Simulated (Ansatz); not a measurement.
**Pt: a slab and its surfaces, (111), 3 layers, part 1 of 2**

What do the surfaces of Pt (111), 3 layers cost, and how tightly do they hold an electron? Methods of the runs shown: LAPW. Companion runs by PAW are cited. Its runs: bulk in the slab's orientation (LAPW); the reference run (LAPW); atoms relaxed (LAPW); no relativity (LAPW); vacuum of 13 Å (LAPW); Au in place of Pt in the outer layer (LAPW); Au in place of Pt in the middle layer (LAPW).

Program: Ansatz 0.2.0. Level of theory: DFT PBE, with the methods named in each step. These are calculated values, not measurements.

1 further run of the same task is left out (it didn't finish).

### 1 The starting structure

The structure is cubic, space group Fm-3m (No. 225). The conventional cell has a = 3.971 Å, b = 3.971 Å, c = 3.971 Å, α = 90.00°, β = 90.00°, γ = 90.00°. Pt (site symmetry m-3m) has 12 Pt at 2.81 Å as nearest neighbours.

As a file:

```
Pt
1.0
     0.00000    1.98556   -1.98556
    -1.98556    0.00000    1.98556
     3.97112    3.97112    3.97112
Pt
3
Cartesian
  0.0000 0.0000 0.0000
  0.0000 1.9856 1.9856
  1.9856 3.9711 1.9856
```

Atoms are numbered in the order of the input: Pt1, Pt2, Pt3.

### 2 Bulk in the slab's orientation, LAPW

The input, input.yaml:

```yaml
crystal:
  lattice:
    - [0.0, 1.9855579642, -1.9855579642]
    - [-1.9855579642, 0.0, 1.9855579642]
    - [3.9711159283, 3.9711159283, 3.9711159283]
  atoms:
    - { symbol: Pt, position: [0.0, 0.0, 0.0] }
    - { symbol: Pt, position: [0.333333333, 0.666666667, 0.333333333] }
    - { symbol: Pt, position: [0.666666667, 0.333333333, 0.666666667] }
kpoints:
  mp_grid: { grid: [13, 13, 5] }
scf:
  occupations: { method: fermi_dirac, width: 0.08 }
hamiltonian:
  xc: pbe
  pseudopotentials: { kind: all_electron, lapw: { basis_error: 0.001 } }
output:
  forces: true
  stress: true
  eigenvalues: true
```

Run with:

```
$ ansatz run input.yaml --threads 1 --pin off --max-ram 3584MiB --backend cpu --events-out ev --progress --plain --runs-dir out
```

Output (excerpt; [...] marks lines left out):

```text
LAPW: plane waves up to 8.300 Å⁻¹, error target 1.0e-3 eV per atom; small_component_spin mean_spin; Pt in spheres of 1.404 Å, 42 of its electrons in bands, Dirac shells []
[...]
Pseudopotentials: kind: all_electron
Pseudopotential: Pt, LAPW, valence charge 42, Koelling and Harmon's equation, gaussian nucleus
Functional definition: PBE
[...]
Crystal: 3 atoms, lattice volume = 46.968 Å³
Basis set: ecut = 262.45077839547207 eV, 475 PW (Γ), exchange–correlation at level 2
Bands: 76, of which v1, the nominal top of the filled ones, is band 63 counted from 1 (62 counted from 0)
Symmetry: 36 space group operations
Space group: Fm-3m (ITA 225), of the structure as read, at distance tolerance 3.6e-5 Å
k-points: 91 of 845
[...]
SCF iter   1: F=—  HF=-1502873.050400 eV  |F-HF|=—  |Δ(HF+E_count)|=         —  Δρ=2.96e-2  dr2=2.16e-1  ethr=1.71e-4  ⟨swp⟩=3.0  Hψ=43052  notcnv=0
[...]
the basis was enlarged: its passes take 527.8 KiB over the memory plan, 1 of 1 planned eigensolver slots
[...]
SCF iter   9: F=-1502872.021465 eV  HF=-1502872.021465 eV  |F-HF|=2.33e-10  |Δ(HF+E_count)|=   7.89e-8  Δρ=9.35e-6  dr2=3.14e-8  ethr=1.20e-10  ⟨swp⟩=2.0  Hψ=20218  notcnv=0
[...]
SCF converged after 9 iterations
Free energy (F): -1502872.021465 eV
[...]
E sigma→0 (E₀):  -1502871.960541 eV
Entropy (-TS):   -0.121850 eV (-40.617 meV/atom)
Fermi energy:    27.541880 eV
[...]
--- Forces (eV/Å), atoms counted from 1 ---
  atom   1  Pt     0.00000000     0.00000000     0.00000000
  atom   2  Pt     0.00000000     0.00000000     0.00000000
  atom   3  Pt    -0.00000000     0.00000000    -0.00000000
[...]
--- Stress (GPa, compression-positive) ---
       -0.030156      -0.127307      -0.127307
       -0.127307      -0.030156      -0.127307
       -0.127307      -0.127307      -0.030156
  P = ⅓ Tr σ = -0.0302 GPa (-0.302 kbar)
--- Band table (eV; the first three rows and the last of 91) ---
[...]
```

It took 84 s on 1 thread of Intel Xeon Platinum 8488C (Sapphire Rapids), shared host; peak memory 0.86 GiB.

Read from it: pressure -0.03 GPa; no gap.

### 3 The slab

The slab cell holds 3 atoms: a = 2.808 Å, b = 2.808 Å, c = 20.585 Å, α = 90.00°, β = 90.00°, γ = 120.00°.

### 4 Slab as cut, LAPW

The input, input.yaml:

```yaml
crystal:
  lattice:
    - [2.8080030018, 0.0, 0.0]
    - [-1.4040015009, 2.4318019335, 0.0]
    - [0.0, 0.0, 20.5854]
  atoms:
    - { symbol: Pt, position: [0.1666666665, 0.3333333335, 0.3886237407] }
    - { symbol: Pt, position: [0.5000000005, 0.9999999995, 0.4999999997] }
    - { symbol: Pt, position: [0.8333333335, 0.6666666665, 0.6113762593] }
kpoints:
  mp_grid: { grid: [13, 13, 1] }
scf:
  occupations: { method: fermi_dirac, width: 0.08 }
hamiltonian:
  xc: pbe
  pseudopotentials: { kind: all_electron, lapw: { basis_error: 0.001 } }
output:
  forces: true
  stress: true
  eigenvalues: true
  populations: true
  dos: { projected: true, de: 0.2, e_range: [-14, 8] }
efield:
  axis: 3
  amplitude: 0
  dipole_correction: true
```

Run with:

```
$ ansatz run input.yaml --threads 1 --pin off --max-ram 3584MiB --backend cpu --events-out ev --progress --plain --runs-dir out
```

Output (excerpt; [...] marks lines left out):

```text
Pt: projections on atomic orbitals take those of the free atom 1s2 2s2 2p6 3s2 3p6 3d10 4s2 4p6 4d10 4f14 5s2 5p6 5d9 6s1, of charge +0.00 (hamiltonian.pseudopotentials.projection_atoms)
LAPW: plane waves up to 8.300 Å⁻¹, error target 1.0e-3 eV per atom; small_component_spin mean_spin; Pt in spheres of 1.404 Å, 42 of its electrons in bands, Dirac shells []
[...]
[... 3 set-up lines as earlier in the session ...]
[...]
Crystal: 3 atoms, lattice volume = 140.568 Å³
Basis set: ecut = 262.4447020959916 eV, 1375 PW (Γ), exchange–correlation at level 2
Bands: 76, of which v1, the nominal top of the filled ones, is band 63 counted from 1 (62 counted from 0)
Symmetry: 6 space group operations
k-points: 21 of 169 (time reversal used)
[...]
E sigma→0 (E₀):  -1502870.657963 eV
Entropy (-TS):   -0.131326 eV (-43.775 meV/atom)
Fermi energy:    5.331899 eV
Dipole field:    D = 0.000000 V/Å  (p = 0.000000 e·Å, saw-weighted, corrected)
Work function:   Φ+ = 5.7520 eV   Φ− = 5.7520 eV
Levels:          The Fermi level and band energies are counted from a zero that moves with the ramp; work functions are not
[...]
--- Forces (eV/Å), atoms counted from 1 ---
  atom   1  Pt     0.00000000    -0.00000000    -0.10413845
  atom   2  Pt     0.00000000    -0.00000000    -0.00000233
  atom   3  Pt     0.00000000     0.00000000     0.10414141
[...]
--- Stress (GPa, compression-positive) ---
       -4.968454       0.000000       0.000000
        0.000000      -4.968454       0.000000
        0.000000       0.000000       0.544979
  P = ⅓ Tr σ = -3.1306 GPa (-31.306 kbar)
--- Band table (eV; the first three rows and the last of 21) ---
[...]
--- Löwdin populations: 3 sites ---
  site symbol       q [e]
     0     Pt     77.9151
     1     Pt     77.8003
     2     Pt     77.9151
  spilling = 0.001579 (of n_electrons = 234.000000)
```

It took 84 s on 1 thread of Intel Xeon Platinum 8488C (Sapphire Rapids), shared host; peak memory 0.58 GiB.

This run gives: no gap; largest force 0.104 eV/Å; work function 5.75 eV.

### 5 Atoms relaxed, LAPW

The input, input.yaml:

```yaml
crystal:
  lattice:
    - [2.8080030018, 0.0, 0.0]
    - [-1.4040015009, 2.4318019335, 0.0]
    - [0.0, 0.0, 20.5854]
  atoms:
    - { symbol: Pt, position: [0.1666666667, 0.3333333333, 0.387776787] }
    - { symbol: Pt, position: [0.5, 1.0, 0.5000000007] }
    - { symbol: Pt, position: [0.8333333333, 0.6666666667, 0.612223212] }
kpoints:
  mp_grid: { grid: [13, 13, 1] }
scf:
  occupations: { method: fermi_dirac, width: 0.08 }
hamiltonian:
  xc: pbe
  pseudopotentials: { kind: all_electron, lapw: { basis_error: 0.001 } }
output:
  forces: true
  stress: true
  eigenvalues: true
relax:
  f_tol: 0.01
  max_steps: 12
efield:
  axis: 3
  amplitude: 0
  dipole_correction: true
```

Run with:

```
$ ansatz run input.yaml --threads 1 --pin off --max-ram 3584MiB --backend cpu --events-out ev --progress --plain --runs-dir out
```

Output:

```text
The last accepted step is kept in <dir> (removed where the run ends without a failure and the disk answers)
LAPW: plane waves up to 8.602 Å⁻¹, error target 1.0e-3 eV per atom; small_component_spin mean_spin; Pt in spheres of 1.362 Å, 42 of its electrons in bands, Dirac shells []
Engine: ansatz 0.2.0
[... 3 set-up lines as earlier in the session ...]
  parameter kappa = 0.804
  parameter beta = 0.06672455060314922
  exchange = pbe_x(kappa = kappa, mu = beta*pi^2/3)
  correlation = pbe_c(beta = beta)
Crystal: 3 atoms, lattice volume = 140.568 Å³
Basis set: ecut = 281.94337414121054 eV, 1509 PW (Γ), exchange–correlation at level 2
Bands: 76, of which v1, the nominal top of the filled ones, is band 63 counted from 1 (62 counted from 0)
[... 1 set-up line as earlier in the session ...]
k-points: 21 of 169 (time reversal used)
Non-local potential: Pt, projectors of the file, none
Initial density: superposition of atomic densities (neutral atoms: chi_scale 0, normalization atom)
Initial wavefunctions: plane waves of lowest kinetic energy (no species holds an atomic orbital)
Functional: x = pbe(κ = 0.804, μ = 0.2195149727645171), c = pbe(β = 0.06672455060314922)
iter 1 solved again at ethr=5.84e-4 eV; its pass at ethr=1.00e-1 eV (dr2=7.36e-1 eV) is discarded
SCF iter   1: F=—  HF=-1502871.756517 eV  |F-HF|=—  |Δ(HF+E_count)|=         —  Δρ=2.24e-2  dr2=7.36e-1  ethr=5.84e-4  p=0.000 e·Å  D=3.02e-14 V/Å  ΔV_dip=-0.00 eV  dr2_dipole=1.52e-12  V_vac-E_F(+/−)=4.81/4.81 eV  ⟨swp⟩=2.5  Hψ=9893  notcnv=0
efield: sawtooth ramp at fractional position 0.9500 (placed from the atoms, in the widest stretch of the axis that holds none; the zero of the levels goes with the place), width 0.1000; the density the first Hamiltonian is built on has a dipole p = -0.000 e·Å; the dipole correction subtracts the counter field D = -2.43e-14 V/Å, which shifts the + side's vacuum level by +0.00 eV against the − side's; the planar-averaged density in the ramp window peaks in size at 2.5e-7 e/Å³
preconditioner: auto → LDOS  [metal: Δε(μ)=0.008 eV  Ē_g=10.597 eV  σ=0.080 eV  W_gap=0.02  n_scr=46 (ndim 8)  ℏωp=17.2 eV  f_vac=0.630  D(μ)=5.01/eV (n_scr^D=16)  β→1.0]
SCF iter   2: F=—  HF=-1502871.425145 eV  |F-HF|=—  |Δ(HF+E_count)|=   3.31e-1  Δρ=9.53e-3  dr2=4.96e-1  ethr=5.84e-4  p=0.000 e·Å  D=9.57e-7 V/Å  ΔV_dip=-0.00 eV  dr2_dipole=8.94e-11  V_vac-E_F(+/−)=6.06/6.06 eV  ⟨swp⟩=3.0  Hψ=5149  notcnv=0
SCF iter   3: F=—  HF=-1502870.768437 eV  |F-HF|=—  |Δ(HF+E_count)|=   6.57e-1  Δρ=4.55e-3  dr2=5.84e-2  ethr=3.94e-4  p=-0.000 e·Å  D=-1.01e-7 V/Å  ΔV_dip=0.00 eV  dr2_dipole=2.80e-11  V_vac-E_F(+/−)=5.68/5.68 eV  ⟨swp⟩=3.0  Hψ=4977  notcnv=0
SCF iter   4: F=—  HF=-1502870.728995 eV  |F-HF|=—  |Δ(HF+E_count)|=         —  Δρ=2.05e-3  dr2=4.02e-2  ethr=4.63e-5  p=0.000 e·Å  D=2.44e-7 V/Å  ΔV_dip=-0.00 eV  dr2_dipole=7.02e-11  V_vac-E_F(+/−)=5.71/5.71 eV  ⟨swp⟩=2.0  Hψ=4620  notcnv=0
the basis was enlarged: its passes take 1.1 MiB over the memory plan, 1 of 1 planned eigensolver slots
SCF iter   5: F=—  HF=-1502870.726226 eV  |F-HF|=—  |Δ(HF+E_count)|=   2.77e-3  Δρ=1.13e-3  dr2=1.05e-2  ethr=3.19e-5  p=0.000 e·Å  D=3.38e-7 V/Å  ΔV_dip=-0.00 eV  dr2_dipole=9.53e-12  V_vac-E_F(+/−)=5.76/5.76 eV  ⟨swp⟩=2.0  Hψ=4588  notcnv=0
iter 6 solved again at ethr=4.66e-7 eV; its pass at ethr=8.33e-6 eV (dr2=5.87e-4 eV) is discarded
SCF iter   6: F=—  HF=-1502870.725530 eV  |F-HF|=—  |Δ(HF+E_count)|=   6.96e-4  Δρ=4.07e-4  dr2=5.88e-4  ethr=4.66e-7  p=0.000 e·Å  D=1.19e-8 V/Å  ΔV_dip=-0.00 eV  dr2_dipole=1.94e-12  V_vac-E_F(+/−)=5.76/5.76 eV  ⟨swp⟩=2.0  Hψ=7902  notcnv=0
SCF iter   7: F=—  HF=-1502870.725415 eV  |F-HF|=—  |Δ(HF+E_count)|=   1.14e-4  Δρ=1.48e-4  dr2=4.42e-5  ethr=4.66e-7  p=0.000 e·Å  D=6.11e-8 V/Å  ΔV_dip=-0.00 eV  dr2_dipole=4.90e-13  V_vac-E_F(+/−)=5.77/5.77 eV  ⟨swp⟩=2.0  Hψ=4621  notcnv=0
SCF iter   8: F=—  HF=-1502870.725435 eV  |F-HF|=—  |Δ(HF+E_count)|=   1.95e-5  Δρ=3.99e-5  dr2=7.18e-6  ethr=3.51e-8  p=-0.000 e·Å  D=-3.97e-8 V/Å  ΔV_dip=0.00 eV  dr2_dipole=1.16e-13  V_vac-E_F(+/−)=5.76/5.76 eV  ⟨swp⟩=3.0  Hψ=4676  notcnv=0
iter 9 did not close the SCF: its close was put off until two iterations running show no level that it waits for move by more than its bar (scf_convergence_deferred on its scf_iter line)
SCF iter   9: F=-1502870.725436 eV  HF=-1502870.725436 eV  |F-HF|=1.47e-7  |Δ(HF+E_count)|=   1.04e-6  Δρ=9.53e-6  dr2=1.80e-7  ethr=5.70e-9  p=0.000 e·Å  D=8.53e-9 V/Å  ΔV_dip=-0.00 eV  dr2_dipole=2.44e-14  V_vac-E_F(+/−)=5.76/5.76 eV  ⟨swp⟩=2.4  Hψ=4629  notcnv=0
SCF iter  10: F=-1502870.725436 eV  HF=-1502870.725436 eV  |F-HF|=3.19e-8  |Δ(HF+E_count)|=   2.10e-7  Δρ=3.91e-6  dr2=2.60e-8  ethr=1.43e-10  p=-0.000 e·Å  D=-1.67e-8 V/Å  ΔV_dip=0.00 eV  dr2_dipole=2.12e-14  V_vac-E_F(+/−)=5.76/5.76 eV  ⟨swp⟩=3.0  Hψ=4802  notcnv=0
SCF 1 converged in 10 iterations: F = -1502870.725436 eV  dr2 = 2.60e-8
relax step   1: F+E_penalty+E_count = -1502870.72543623 eV  Δ(F+E_penalty+E_count) = +0.000e0 eV  max|allowed force component| = 6.742e-3 eV/Å  Δτ_max = 0.0000 Å  (10 SCF iters, dr2 threshold 2.50e-6 eV, accepted)
Initial density: handed on by an earlier stage of this run
Initial wavefunctions: those handed on with the density
iter 1 solved again at ethr=2.04e-11 eV; its pass at ethr=1.00e-1 eV (dr2=2.57e-8 eV) is discarded
SCF iter   1: F=—  HF=-1502870.725436 eV  |F-HF|=—  |Δ(HF+E_count)|=         —  Δρ=3.78e-6  dr2=2.57e-8  ethr=2.04e-11  p=-0.000 e·Å  D=-1.67e-8 V/Å  ΔV_dip=0.00 eV  dr2_dipole=2.12e-14  V_vac-E_F(+/−)=5.76/5.76 eV  ⟨swp⟩=2.0  Hψ=6550  notcnv=0
efield: sawtooth ramp at fractional position 0.9500 (handed on by an earlier solve), width 0.1000; the density the first Hamiltonian is built on has a dipole p = -0.000 e·Å; the dipole correction subtracts the counter field D = -1.67e-8 V/Å, which shifts the + side's vacuum level by +0.00 eV against the − side's; the planar-averaged density in the ramp window peaks in size at 1.1e-7 e/Å³
preconditioner: auto → LDOS  [metal: Δε(μ)=0.013 eV  Ē_g=11.026 eV  σ=0.080 eV  W_gap=0.04  n_scr=46 (ndim 8)  ℏωp=17.2 eV  f_vac=0.630  D(μ)=6.21/eV (n_scr^D=60)  β→1.0]
SCF iter   2: F=-1502870.725436 eV  HF=-1502870.725436 eV  |F-HF|=1.86e-9  |Δ(HF+E_count)|=   3.43e-7  Δρ=1.11e-6  dr2=6.09e-9  ethr=2.04e-11  p=0.000 e·Å  D=2.13e-8 V/Å  ΔV_dip=-0.00 eV  dr2_dipole=5.10e-16  V_vac-E_F(+/−)=5.76/5.76 eV  ⟨swp⟩=3.0  Hψ=4826  notcnv=0
SCF 2 converged in 2 iterations: F = -1502870.725436 eV  dr2 = 6.09e-9
relax step   2: F+E_penalty+E_count = -1502870.72543623 eV  Δ(F+E_penalty+E_count) = -4.191e-9 eV  max|allowed force component| = 6.613e-3 eV/Å  Δτ_max = 0.0000 Å  (2 SCF iters, accepted)
SCF converged after 2 iterations
Free energy (F): -1502870.725436 eV
Harris-Foulkes:  -1502870.725436 eV  (|F-HF|=1.86e-9)
Internal energy: -1502870.595575 eV  (E = F + TS)
E sigma→0 (E₀):  -1502870.660506 eV
Entropy (-TS):   -0.129861 eV (-43.287 meV/atom)
Fermi energy:    5.319197 eV
Dipole field:    D = 0.000000 V/Å  (p = 0.000000 e·Å, saw-weighted, corrected)
Work function:   Φ+ = 5.7627 eV   Φ− = 5.7627 eV
Levels:          The Fermi level and band energies are counted from a zero that moves with the ramp; work functions are not
--- Per-component energies (eV) ---
  E_band       = -12825.369380
  E_kinetic    = 1706653.530143
  E_xc         = -29078.128644
  E_efield     = 0.000000  (sawtooth field / dipole correction)
  E_electrostatic = -3180445.997074  (all electrons and nuclei)
  E_smearing   = -0.129861  (= −TS)
  E_closure    = 0.000000  (closes the sum)
  E_atoms      = -1502853.653493  (free atoms, spherical and without spin; not in F)
  Σ components = -1502870.725436   (vs F -1502870.725436, Δ=0.00e0)
  Basis errors (estimates in eV, not in F): energy 3.5e-4 per atom: plane waves 3.1e-4 (1.8e-4 summed), levels above the bands 2.5e-70, relativity 7.9e-8, radial functions 3.7e-5, core shells 1.8e-7; eigenvalues (radial functions only) 3.6e-7; not estimated: angular momenta, meshes, grids; target (lapw.basis_error) 1.0e-3; muffin-tin radii Pt 1.362 Å
--- Forces (eV/Å), atoms counted from 1 ---
  atom   1  Pt     0.00000000    -0.00000000    -0.00661008
  atom   2  Pt     0.00000000    -0.00000000    -0.00000277
  atom   3  Pt     0.00000000     0.00000000     0.00661311
  max |Σ_I F_I| component: 2.65e-7 eV/Å
--- Stress (GPa, compression-positive) ---
       -5.323263       0.000000       0.000000
        0.000000      -5.323263      -0.000000
        0.000000       0.000000       0.035972
  P = ⅓ Tr σ = -3.5369 GPa (-35.369 kbar)
--- Band table (eV; the first three rows and the last of 21) ---
  k-point 0: bands = ["-297.7697", "-297.7697", "-297.7608", "-297.7154", "-297.7154", "-297.4432", "-297.4432", "-297.4432", "-297.4432", "-297.3284", "-297.3284", "-297.3284", "-297.3284", "-297.3134", "-297.3134", "-92.9614", "-92.5660", "-92.5658", "-61.5192", "-61.5066", "-61.4774", "-61.4739", "-61.4739", "-61.4538", "-61.4538", "-61.1998", "-61.1998", "-61.1948", "-61.1948", "-61.0948", "-61.0948", "-61.0948", "-61.0948", "-61.0486", "-61.0486", "-61.0486", "-61.0486", "-61.0369", "-61.0369", "-47.2023", "-47.0311", "-47.0311", "-46.7232", "-46.7232", "-46.7219", "-46.7219", "-46.5769", "-46.5450", "-3.5001", "-1.8073", "-1.2982", "1.8710", "2.0116", "2.0116", "2.3078", "2.3126", "2.3126", "2.5063", "2.5063", "3.9992", "3.9992", "4.6414", "4.6414", "4.6485", "5.2967", "5.2967", "6.2107", "10.7079", "11.1410", "11.8159", "13.4426", "13.9837", "16.3646", "16.8845", "19.9964", "19.9965"]
  k-point 1: bands = ["-297.7697", "-297.7697", "-297.7608", "-297.7154", "-297.7154", "-297.4432", "-297.4432", "-297.4432", "-297.4432", "-297.3284", "-297.3284", "-297.3284", "-297.3284", "-297.3134", "-297.3134", "-92.9604", "-92.5649", "-92.5647", "-61.5191", "-61.5067", "-61.4773", "-61.4740", "-61.4739", "-61.4538", "-61.4538", "-61.1997", "-61.1997", "-61.1950", "-61.1950", "-61.0948", "-61.0948", "-61.0947", "-61.0947", "-61.0487", "-61.0487", "-61.0486", "-61.0486", "-61.0368", "-61.0368", "-47.1992", "-47.0499", "-47.0357", "-46.7408", "-46.7401", "-46.7277", "-46.7263", "-46.5739", "-46.5442", "-3.2987", "-1.6031", "-1.1047", "1.8252", "1.8673", "2.0377", "2.1556", "2.4262", "2.4338", "2.4738", "2.6546", "3.8312", "3.9298", "4.1066", "4.6395", "4.6975", "5.3026", "5.3820", "7.0434", "10.8429", "11.3062", "11.9428", "13.5987", "14.0790", "16.5067", "17.0224", "20.1550", "20.2163"]
  k-point 2: bands = ["-297.7697", "-297.7697", "-297.7608", "-297.7154", "-297.7154", "-297.4432", "-297.4432", "-297.4432", "-297.4432", "-297.3284", "-297.3284", "-297.3284", "-297.3284", "-297.3134", "-297.3134", "-92.9574", "-92.5620", "-92.5618", "-61.5189", "-61.5072", "-61.4772", "-61.4742", "-61.4740", "-61.4538", "-61.4537", "-61.1995", "-61.1995", "-61.1954", "-61.1954", "-61.0948", "-61.0948", "-61.0946", "-61.0946", "-61.0489", "-61.0489", "-61.0487", "-61.0487", "-61.0367", "-61.0367", "-47.1911", "-47.1016", "-47.0484", "-46.7906", "-46.7882", "-46.7401", "-46.7384", "-46.5660", "-46.5422", "-2.7315", "-1.0545", "-0.5891", "1.4282", "1.6252", "1.8829", "2.2935", "2.4835", "2.5589", "2.7101", "3.0832", "3.3513", "3.7188", "3.8306", "4.4422", "4.6088", "5.3170", "6.1138", "8.3115", "11.2400", "11.8000", "12.3234", "14.0628", "14.3812", "16.9219", "17.4230", "20.3305", "20.6920"]
  k-point 20: bands = ["-297.7697", "-297.7697", "-297.7608", "-297.7154", "-297.7154", "-297.4432", "-297.4432", "-297.4432", "-297.4432", "-297.3284", "-297.3284", "-297.3284", "-297.3284", "-297.3134", "-297.3134", "-92.9408", "-92.5454", "-92.5454", "-61.5176", "-61.5096", "-61.4764", "-61.4748", "-61.4746", "-61.4536", "-61.4534", "-61.1980", "-61.1980", "-61.1978", "-61.1978", "-61.0944", "-61.0944", "-61.0943", "-61.0943", "-61.0497", "-61.0497", "-61.0495", "-61.0495", "-61.0361", "-61.0361", "-47.2776", "-47.2312", "-47.1563", "-46.9629", "-46.9472", "-46.9166", "-46.9028", "-46.5289", "-46.5279", "0.3942", "0.4172", "0.7955", "0.9300", "1.3068", "1.8847", "2.4109", "2.5388", "2.6576", "2.6661", "3.6507", "3.8499", "4.8241", "5.0049", "5.2323", "9.5152", "10.6379", "10.7447", "11.6104", "12.5581", "13.3584", "13.6838", "15.2733", "15.8923", "16.9899", "17.4181", "18.2108", "18.5084"]
--- Relaxed structure (2 steps of the walk, 2 accepted, 0 SCFs on fresh bases) ---
  F+E_penalty+E_count = -1502870.72543623 eV   max|allowed force component| = 6.613e-3 eV/Å
  atoms:
    - { symbol: Pt, position: [0.16666666666666666, 0.33333333333333326, 0.387776787] }
    - { symbol: Pt, position: [0.49999999999999994, 0.9999999999999999, 0.5000000007] }
    - { symbol: Pt, position: [0.8333333333333334, 0.6666666666666665, 0.612223212] }
```

Run time: 1.9 min. Hardware: 1 thread of Intel Xeon Platinum 8488C (Sapphire Rapids), shared host; peak memory 0.6 GiB.

The steps of the relaxation:

```tsv
step	energy from step 1 (eV/cell)	largest force component (eV/Å)
1	0.0000	0.0067
2	0.0000	0.0066
```

Step 1 is the start. Step 2 solves the same geometry again.

This run gives: no gap; largest force 0.007 eV/Å; work function 5.76 eV.

(Continued in part 2 of 2.)
